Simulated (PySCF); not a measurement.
**BiCl5: other functionals and bases at one geometry**

An exercise on one series of results from a longer session: the logs are not shown, and one member is left open.

Computed with PySCF 2.14.0. Level: several levels, as the steps say, no spin–orbit coupling.

3 further runs of the same task are left out: 2 for a known fault of the program, 1 that didn't finish.

**The starting structure**

6 atoms, charge 0, spin multiplicity 1.

Bond lengths: Bi1–Cl2 2.453 Å, Bi1–Cl3 2.498 Å, Bi1–Cl4 2.498 Å, Bi1–Cl5 2.498 Å, Bi1–Cl6 2.498 Å. Angles: Cl2–Bi1–Cl3 102.1°, Cl2–Bi1–Cl4 102.1°, Cl2–Bi1–Cl5 102.1°, Cl2–Bi1–Cl6 102.1°, Cl3–Bi1–Cl4 87.5°, Cl3–Bi1–Cl5 155.8°, Cl3–Bi1–Cl6 87.5°, Cl4–Bi1–Cl5 87.5°, Cl4–Bi1–Cl6 155.8°, Cl5–Bi1–Cl6 87.5°.

Coordinates:

```
Bi    0.00000    0.00000   -0.04272
Cl    0.00000    0.00000    2.41077
Cl    2.44243    0.00000   -0.56646
Cl    0.00000    2.44243   -0.56646
Cl   -2.44243    0.00000   -0.56646
Cl    0.00000   -2.44243   -0.56646
```

Formal oxidation states: Bi +5. An earlier session relaxed this geometry at PBE, Bi def2-SVP with ECP60, Cl def2-SVP (singlet, point group C4v).

At PBE on the finer grid: E = -2514.067451 Eh, HOMO -7.52 eV, LUMO -6.80 eV, Mulliken charge on Bi1 +0.94 e, largest force component 0.007 eV/Å. The gap is small, and the closed shell wasn't tested for a lower spin-broken solution.

Levels to run: wB97X; r2SCAN; revPBE; TPSS; PBE, TZVP; PBE, x2c-SVP. Hardware: 2 threads of Arm Neoverse V1, shared host.

The first run:

run.py (the lines that set the calculation)

```python
mol = gto.M(atom='''
Bi     0.00000     0.00000    -0.04272
Cl     0.00000     0.00000     2.41077
Cl     2.44243     0.00000    -0.56646
Cl     0.00000     2.44243    -0.56646
Cl    -2.44243     0.00000    -0.56646
Cl     0.00000    -2.44243    -0.56646''',
    basis={'Bi': 'def2-SVP', 'Cl': 'def2-SVP'},
    ecp={'Bi': 'def2-SVP'},
    charge=0, spin=0)
mf = dft.RKS(mol, xc='WB97X')
mf.grids.atom_grid = (75, 302)
mf = mf.density_fit()  # fitting sets: Bi def2-universal-JKFIT, Cl def2-universal-JKFIT
mf.conv_tol = 1e-08; mf.max_cycle = 55
mf.kernel(dm0)  # dm0: the density of the relaxed state
```

Launch:

```bash
> OMP_NUM_THREADS=2 python run.py
```

Among the steps run: wB97X; r2SCAN; revPBE; TPSS; PBE, TZVP; PBE, x2c-SVP.

One table of the session follows, with a row left open; its other results are not shown here.

| level | HOMO (eV) | gap (eV) | charge on Bi1 (e) | dipole (D) | largest force component (eV/Å) |
| --- | --- | --- | --- | --- | --- |
| PBE (relaxed here) | -7.52 | 0.72 | 0.94 | 0.12 | 0.01 |
| wB97X | -11.53 | 6.75 | 1.11 | 0.12 | 0.76 |
| r2SCAN | -8.03 | 0.96 | 1.10 | 0.14 | 0.28 |
| revPBE | -7.51 | 0.74 | 0.99 | 0.13 | 0.16 |
| TPSS | -7.77 | 0.84 | 1.03 | 0.13 | 0.04 |
| PBE, TZVP | -7.78 | 0.81 | 1.06 | 0.05 | 0.43 |
| PBE, x2c-SVP | ? | ? | ? | ? | ? |

Estimate the missing values for PBE, x2c-SVP.

As computed: HOMO (eV): -7.50; gap (eV): 0.72; charge on Bi1 (e): 0.96; dipole (D): 0.12; largest force component (eV/Å): 0.13. In the column «HOMO (eV)» it is the highest.

In one basis the HOMO–LUMO gap runs from 0.72 eV (PBE) to 6.75 eV (wB97X). The largest leftover force, 0.76 eV/Å with wB97X, stands at a geometry relaxed at another level. Total energies of different levels can't be compared.
